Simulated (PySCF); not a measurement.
**CoO2Br: triplet, from a trigonal pyramidal start**

Aim: relax CoO2Br as a triplet from a trigonal pyramidal start, check by its vibrations whether the end is a minimum, and collect its spectrum and constants.

Method: PBE0, basis Co def2-TZVP, O def2-TZVP, Br def2-TZVP, no relativity, density fitting; program: PySCF 2.14.0.

## Step 1: The starting structure

4 atoms, charge 0, spin multiplicity 3.

Bond lengths: Co1–O2 1.600 Å, Co1–O3 1.600 Å, Co1–Br4 2.250 Å. Angles: O2–Co1–O3 99.7°, O2–Co1–Br4 99.8°, O3–Co1–Br4 99.8°.

```xyz
4
charge 0 multiplicity 3
Co    0.0000    0.0000    0.0000
O    -0.7064    1.2234    0.7512
O    -0.7064   -1.2234    0.7512
Br    1.9866    0.0000    1.0563
```

## Step 2: Finding the electronic state

The steps below are one call of a driver around PySCF. For each, scf.py gives the equivalent set-up of the SCF; relaxations use the driver's own optimiser. After this first run the driver tries any further starts and a stability analysis.

Input file scf.py:

```python
from pyscf import gto, scf, dft
mol = gto.M(atom='''
Co     0.000000     0.000000     0.000000
O     -0.706400     1.223400     0.751200
O     -0.706400    -1.223400     0.751200
Br     1.986600     0.000000     1.056300''',
    basis={'Co': 'def2-TZVP', 'O': 'def2-TZVP', 'Br': 'def2-TZVP'},
    charge=0, spin=2)
mf = dft.UKS(mol, xc='PBE0')
mf.grids.atom_grid = (50, 194)
aux = {'Co': 'def2-universal-JKFIT', 'O': 'def2-universal-JKFIT', 'Br': 'def2-universal-JKFIT'}
mf = mf.density_fit(auxbasis=aux)
mf.conv_tol = 1e-08
mf.diis_space = 10
mf.max_cycle = 60
mf.init_guess = 'minao'
mf.verbose = 4
mf.kernel()
```

Run with:

```console
$ OMP_NUM_THREADS=4 python axn.py task.json out
```

After this run come: Relaxing the triplet from the trigonal pyramidal start; Vibrations and properties at this point.

What does the calculation give? Wanted: minimum; geometry; wavenumbers; dipole moment; highest occupied, lowest empty level; polar-tensor charge of Co1; zero-point energy; atomisation energy; ⟨S²⟩.

The runs gave:

| quantity | value |
| --- | --- |
| minimum | triplet, C2v |
| geometry | Co–Br 2.193 Å, Co–O 1.555 Å (×2); Br–Co–O 119.6° (×2), O–Co–O 120.8° |
| wavenumbers (cm⁻¹) | 139 (b1), 158 (b2), 261 (a1), 386 (a1), 1001 (a1), 1004 (b2) |
| dipole moment | 1.28 D |
| highest occupied, lowest empty level (either spin) | -9.32, -5.43 eV |
| polar-tensor charge of Co1 | +1.05 e |
| zero-point energy | 17.6 kJ/mol |
| entropy at 298.15 K | 323.5 J/(mol K) |
| atomisation energy (no zero-point energy) | 884 kJ/mol |
| ⟨S²⟩ | 2.039 |

What this shows: The trigonal pyramidal start (Cs) ends in a minimum of C2v symmetry. The strongest infrared band lies at 1004 cm⁻¹ (b2, stretch). Most of the spin sits on Co1 (Mulliken spin 1.28, against 2 for the whole molecule). The first SCF alone would have been 215 kJ/mol too high. Only this shape and spin were tried, so other structures or states may lie lower. One determinant may miss the lowest occupation of an open d or f shell.
